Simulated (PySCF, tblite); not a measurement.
# C₇H₇NO: a rotation path, then NMR shifts on frames, part 2 of 2

tblite 0.8.0 and PySCF 2.14.0. Atoms count from 0. The steps go on from the part before.

### Step 5. Shielding tensors: image 4, PBE0/pcSseg-1

What the job is given:

```
{"job": {"kind": "nmr", "xc": "PBE0", "basis": "pcSseg-1", "pop": false}, "charge": 0, "multiplicity": 1}
C     -2.552600    -0.362600     0.901900
O     -1.299900    -0.681800     1.478500
C     -0.219800    -0.288100     0.742100
C      0.490700     0.844100     0.870500
C      1.584100     0.809400    -0.089100
C      2.533500     1.838100    -0.222500
N      3.302000     2.683200    -0.323600
C      1.532900    -0.338900    -0.800800
C      0.378900    -1.152400    -0.336300
H     -3.305800    -0.802300     1.551900
H     -2.696800     0.721800     0.851900
H     -2.647700    -0.782700    -0.105000
H      0.314000     1.650100     1.557800
H      2.208100    -0.645700    -1.578400
H     -0.327900    -1.367500    -1.140800
H      0.698800    -2.116000     0.066900
```

Level: GIAO PBE0/pcSseg-1 NMR shielding, non-relativistic, gas phase.

The program printed:

```text
coarse grid: 14096 points
cycle   1  E = -400.2057311452  dE =  1.594e+00  |g| = 6.143e-01  |ddm| = 3.930e+00
cycle   2  E = -400.0673467222  dE =  1.384e-01  |g| = 1.037e+00  |ddm| = 1.655e+00
cycle   3  E = -400.2754237983  dE = -2.081e-01  |g| = 2.215e-01  |ddm| = 1.118e+00
cycle   4  E = -400.2853709831  dE = -9.947e-03  |g| = 7.469e-02  |ddm| = 2.259e-01
cycle   5  E = -400.2864873028  dE = -1.116e-03  |g| = 1.897e-02  |ddm| = 7.316e-02
cycle   6  E = -400.2865631846  dE = -7.588e-05  |g| = 4.461e-03  |ddm| = 2.051e-02
cycle   7  E = -400.2865674945  dE = -4.310e-06  |g| = 1.585e-03  |ddm| = 5.660e-03
final grid: 138264 points
cycle   8  E = -400.3496493658  dE = -3.026e-05  |g| = 1.061e-02  |ddm| = 3.816e-02
cycle   9  E = -400.3496268255  dE =  2.254e-05  |g| = 1.530e-02  |ddm| = 1.985e-02
cycle  10  E = -400.3496717385  dE = -4.491e-05  |g| = 1.474e-03  |ddm| = 1.279e-02
cycle  11  E = -400.3496722456  dE = -5.070e-07  |g| = 3.448e-04  |ddm| = 1.818e-03
cycle  12  E = -400.3496722699  dE = -2.433e-08  |g| = 1.552e-04  |ddm| = 4.279e-04
cycle  13  E = -400.3496722756  dE = -5.744e-09  |g| = 3.206e-05  |ddm| = 1.573e-04
cycle  14  E = -400.3496722758  dE = -1.944e-10  |g| = 1.532e-05  |ddm| = 4.362e-05
converged SCF energy = -400.3496722758

GIAO shielding tensors (ppm)
atom      isotropic    diamagn.    paramagn.     s11        s22        s33       span
  0 C      121.162     244.376    -123.214     85.395     96.772    181.320     95.925
  1 O      263.378     396.707    -133.329    193.322    238.829    357.982    164.660
  2 C        6.150     253.350    -247.201    -84.250     20.543     82.155    166.405
  3 C       62.187     250.318    -188.131    -30.258     76.192    140.627    170.885
  4 C       62.504     259.873    -197.369    -35.903     78.365    145.050    180.953
  5 C       66.242     256.432    -190.190    -52.469    -43.147    294.341    346.810
  6 N      -52.150     340.787    -392.936   -206.690   -180.818    231.059    437.749
  7 C       39.629     251.240    -211.611    -71.617     38.105    152.398    224.015
  8 C      144.480     249.994    -105.513    133.347    145.732    154.362     21.015
  9 H       27.451      27.503      -0.052     24.310     24.683     33.359      9.050
 10 H       28.113      29.324      -1.211     24.325     26.367     33.646      9.321
 11 H       28.117      29.679      -1.562     24.261     26.593     33.497      9.236
 12 H       25.530      32.395      -6.865     23.596     23.993     29.001      5.406
 13 H       24.907      31.052      -6.145     23.630     24.146     26.944      3.314
 14 H       28.336      29.966      -1.631     23.614     27.799     33.594      9.979
 15 H       28.737      28.335       0.403     24.303     27.025     34.884     10.581
```

Run time: 59 s. Hardware: 1 thread of AMD EPYC, shared host; peak memory 0.86 GiB.

In short: δ C2 180.8, C7 147.3, C3 124.7, C4 124.4, H13 6.81, H12 6.19 ppm.

### Step 6. NMR shieldings: image 6, PBE0/pcSseg-1

What the job is given:

```
{"job": {"kind": "nmr", "xc": "PBE0", "basis": "pcSseg-1", "pop": false}, "charge": 0, "multiplicity": 1}
C     -2.521600    -0.642300     0.847400
O     -1.370800    -0.210500     1.544400
C     -0.269100    -0.006100     0.786100
C      0.639000     0.968800     0.974700
C      1.678000     0.825000    -0.030500
C      2.759200     1.712800    -0.170800
N      3.631000     2.447200    -0.295900
C      1.416400    -0.242900    -0.816400
C      0.155400    -0.889800    -0.358800
H     -3.282800    -0.837100     1.599200
H     -2.869400     0.148100     0.173300
H     -2.337300    -1.554100     0.274000
H      0.614500     1.735700     1.724200
H      1.989400    -0.586100    -1.657400
H     -0.575300    -0.951900    -1.167100
H      0.335800    -1.907600    -0.001600
```

With the program's defaults for keys left out, this is: GIAO PBE0/pcSseg-1 NMR shielding, non-relativistic, gas phase.

The program printed:

```text
coarse grid: 14096 points
cycle   1  E = -400.2086805994  dE =  1.615e+00  |g| = 6.094e-01  |ddm| = 3.948e+00
cycle   2  E = -400.0729739616  dE =  1.357e-01  |g| = 1.027e+00  |ddm| = 1.584e+00
cycle   3  E = -400.2780044221  dE = -2.050e-01  |g| = 2.205e-01  |ddm| = 1.068e+00
cycle   4  E = -400.2879678763  dE = -9.963e-03  |g| = 7.473e-02  |ddm| = 2.313e-01
cycle   5  E = -400.2891170415  dE = -1.149e-03  |g| = 1.932e-02  |ddm| = 7.322e-02
cycle   6  E = -400.2891955374  dE = -7.850e-05  |g| = 4.761e-03  |ddm| = 2.115e-02
cycle   7  E = -400.2892003960  dE = -4.859e-06  |g| = 1.719e-03  |ddm| = 6.084e-03
final grid: 138264 points
cycle   8  E = -400.3522121713  dE = -2.955e-05  |g| = 1.145e-02  |ddm| = 3.857e-02
cycle   9  E = -400.3521776127  dE =  3.456e-05  |g| = 1.759e-02  |ddm| = 2.279e-02
cycle  10  E = -400.3522381242  dE = -6.051e-05  |g| = 1.890e-03  |ddm| = 1.525e-02
cycle  11  E = -400.3522390020  dE = -8.778e-07  |g| = 3.940e-04  |ddm| = 2.270e-03
cycle  12  E = -400.3522390321  dE = -3.015e-08  |g| = 1.771e-04  |ddm| = 4.596e-04
cycle  13  E = -400.3522390382  dE = -6.137e-09  |g| = 7.912e-05  |ddm| = 1.923e-04
cycle  14  E = -400.3522390394  dE = -1.192e-09  |g| = 2.668e-05  |ddm| = 8.122e-05
cycle  15  E = -400.3522390396  dE = -1.526e-10  |g| = 5.027e-06  |ddm| = 2.311e-05
converged SCF energy = -400.3522390396

GIAO shielding tensors (ppm)
atom      isotropic    diamagn.    paramagn.     s11        s22        s33       span
  0 C      126.198     245.192    -118.993     98.282     99.889    180.423     82.141
  1 O      234.323     394.806    -160.482    105.290    274.893    322.787    217.498
  2 C        9.404     254.464    -245.060    -73.761     20.874     81.100    154.860
  3 C       70.566     248.743    -178.177     -9.784     82.592    138.890    148.674
  4 C       61.677     259.723    -198.045    -36.865     76.606    145.291    182.156
  5 C       66.079     256.392    -190.313    -52.797    -43.518    294.553    347.350
  6 N      -51.939     340.748    -392.687   -205.868   -181.212    231.262    437.130
  7 C       44.661     250.682    -206.021    -67.537     50.152    151.368    218.906
  8 C      146.384     251.807    -105.422    135.581    147.832    155.740     20.160
  9 H       27.583      27.312       0.272     23.844     25.596     33.310      9.466
 10 H       28.110      29.232      -1.122     24.826     25.673     33.832      9.006
 11 H       27.883      29.346      -1.464     23.818     27.127     32.702      8.884
 12 H       25.766      32.164      -6.397     23.478     25.028     28.794      5.316
 13 H       25.089      31.345      -6.256     23.686     24.344     27.236      3.550
 14 H       28.416      30.668      -2.252     23.246     28.492     33.511     10.265
 15 H       28.681      28.995      -0.314     24.181     27.283     34.579     10.398
```

Run time: 66 s. Hardware: 1 thread of AMD EPYC, shared host; peak memory 0.86 GiB.

In short: δ C2 177.5, C7 142.3, C4 125.2, C5 120.8, H13 6.63, H12 5.95 ppm.

### Step 7. NMR shieldings: image 8, PBE0/pcSseg-1

What the job is given:

```
{"job": {"kind": "nmr", "xc": "PBE0", "basis": "pcSseg-1", "pop": false}, "charge": 0, "multiplicity": 1}
C     -2.457000    -0.840700     0.947600
O     -1.513400     0.120000     1.358300
C     -0.356900     0.197700     0.668500
C      0.641600     1.064100     0.934500
C      1.706700     0.837600    -0.023900
C      2.908600     1.567700    -0.041800
N      3.887800     2.165000    -0.053800
C      1.364800    -0.159100    -0.871300
C      0.010100    -0.663500    -0.508400
H     -3.302600    -0.737000     1.625200
H     -2.793200    -0.662700    -0.079200
H     -2.056600    -1.857100     1.022500
H      0.668300     1.800500     1.713000
H      1.947500    -0.549300    -1.684000
H     -0.695900    -0.549800    -1.335100
H      0.032700    -1.724600    -0.247400
```

Method: GIAO PBE0/pcSseg-1 NMR shielding, non-relativistic, gas phase.

The program printed:

```text
coarse grid: 14096 points
cycle   1  E = -400.2097225714  dE =  1.622e+00  |g| = 6.064e-01  |ddm| = 3.966e+00
cycle   2  E = -400.0786773832  dE =  1.310e-01  |g| = 1.014e+00  |ddm| = 1.556e+00
cycle   3  E = -400.2786290869  dE = -2.000e-01  |g| = 2.223e-01  |ddm| = 1.039e+00
cycle   4  E = -400.2888326613  dE = -1.020e-02  |g| = 7.380e-02  |ddm| = 2.350e-01
cycle   5  E = -400.2899715897  dE = -1.139e-03  |g| = 1.902e-02  |ddm| = 7.202e-02
cycle   6  E = -400.2900486037  dE = -7.701e-05  |g| = 4.820e-03  |ddm| = 2.097e-02
cycle   7  E = -400.2900536349  dE = -5.031e-06  |g| = 1.721e-03  |ddm| = 6.088e-03
final grid: 138264 points
cycle   8  E = -400.3540967944  dE = -3.797e-05  |g| = 1.183e-02  |ddm| = 4.216e-02
cycle   9  E = -400.3540569707  dE =  3.982e-05  |g| = 1.854e-02  |ddm| = 2.404e-02
cycle  10  E = -400.3541246676  dE = -6.770e-05  |g| = 2.120e-03  |ddm| = 1.627e-02
cycle  11  E = -400.3541257571  dE = -1.090e-06  |g| = 4.483e-04  |ddm| = 2.504e-03
cycle  12  E = -400.3541257920  dE = -3.497e-08  |g| = 2.399e-04  |ddm| = 5.444e-04
cycle  13  E = -400.3541258032  dE = -1.117e-08  |g| = 1.001e-04  |ddm| = 2.530e-04
cycle  14  E = -400.3541258052  dE = -2.012e-09  |g| = 2.629e-05  |ddm| = 9.694e-05
cycle  15  E = -400.3541258054  dE = -1.501e-10  |g| = 4.971e-06  |ddm| = 2.302e-05
converged SCF energy = -400.3541258054

GIAO shielding tensors (ppm)
atom      isotropic    diamagn.    paramagn.     s11        s22        s33       span
  0 C      128.863     244.453    -115.590    102.901    103.150    180.537     77.636
  1 O      219.719     393.959    -174.240     80.921    270.532    307.703    226.781
  2 C       10.338     255.116    -244.777    -71.056     19.595     82.476    153.532
  3 C       75.695     247.846    -172.152      0.237     86.499    140.348    140.111
  4 C       60.613     259.449    -198.836    -37.616     74.294    145.159    182.775
  5 C       65.859     256.261    -190.403    -53.271    -43.823    294.670    347.942
  6 N      -51.878     340.686    -392.564   -205.213   -181.701    231.280    436.493
  7 C       48.225     250.168    -201.943    -59.093     52.306    151.463    210.556
  8 C      147.434     252.326    -104.892    138.689    148.414    155.198     16.508
  9 H       27.450      26.892       0.558     23.284     25.786     33.280      9.996
 10 H       28.069      29.052      -0.983     24.821     25.997     33.390      8.569
 11 H       28.067      28.771      -0.704     24.817     25.996     33.387      8.570
 12 H       25.871      32.003      -6.132     23.176     25.524     28.914      5.737
 13 H       25.194      31.372      -6.178     23.623     24.722     27.237      3.614
 14 H       28.523      30.365      -1.842     23.381     27.972     34.216     10.835
 15 H       28.526      29.997      -1.470     23.387     27.970     34.222     10.835
```

Run time: 61 s. Hardware: 1 thread of AMD EPYC, shared host; peak memory 0.86 GiB.

This run: δ C2 176.6, C7 138.7, C4 126.3, C5 121.1, H13 6.52, H12 5.85 ppm.

### Step 8. Run by run: NMR shifts

Shifts (ppm) of some atoms, chosen among heavy atoms and hydrogens apart, with basis size and wall time:

```csv
frame,C7,C3,C0,C8,H12,H10,O1,functions,time
image 0,141.2,104.6,58.5,44.7,5.34,3.71,120.8,188,62 s
image 2,142.7,112.9,61.4,46.5,5.81,4.02,92.1,188,64 s
image 4,147.3,124.7,65.8,42.4,6.19,3.60,72.7,188,59 s
image 6,142.3,116.4,60.7,40.5,5.95,3.61,101.8,188,66 s
image 8,138.7,111.2,58.1,39.5,5.85,3.65,116.4,188,61 s
```

### Step 9. Summary of results

The summary covers parts 1 to 2.

```
                                       quantity                                              value
                                        barrier                 0.287 eV (6.6 kcal/mol) at image 4
                          end to end (GFN2-xTB)                                           0.090 eV
13C shifts against TMS (PBE0/pcSseg-1, image 0)  178.3, 141.2, 124.6, 121.0, 104.6, 58.5, 44.7 ppm
 1H shifts against TMS (PBE0/pcSseg-1, image 0)       6.56, 5.34, 4.25, 3.71, 3.71, 3.22, 3.22 ppm
17O shifts against H2O (PBE0/pcSseg-1, image 0)                                          120.8 ppm
15N shifts against NH3 (PBE0/pcSseg-1, image 0)                                          318.6 ppm
                       range of the shift of O1                                  72.7 to 120.8 ppm
```

In words: Along the band the dihedral turns by 180°, and the top (dihedral 272°) lies 6.6 kcal/mol above the start (GFN2-xTB, rough), so at room temperature this motion is fast. The top was not checked by a frequency run. Shifts at one fixed geometry are not the observed spectrum, which averages over the motion. In the first frame run (image 0): The widest tensor belongs to N6: span 437 ppm, with a paramagnetic part of -392 ppm. In ppm, O1 moves most: its shift spreads over 48.1 ppm, from 72.7 (image 4) to 120.8 (image 0).
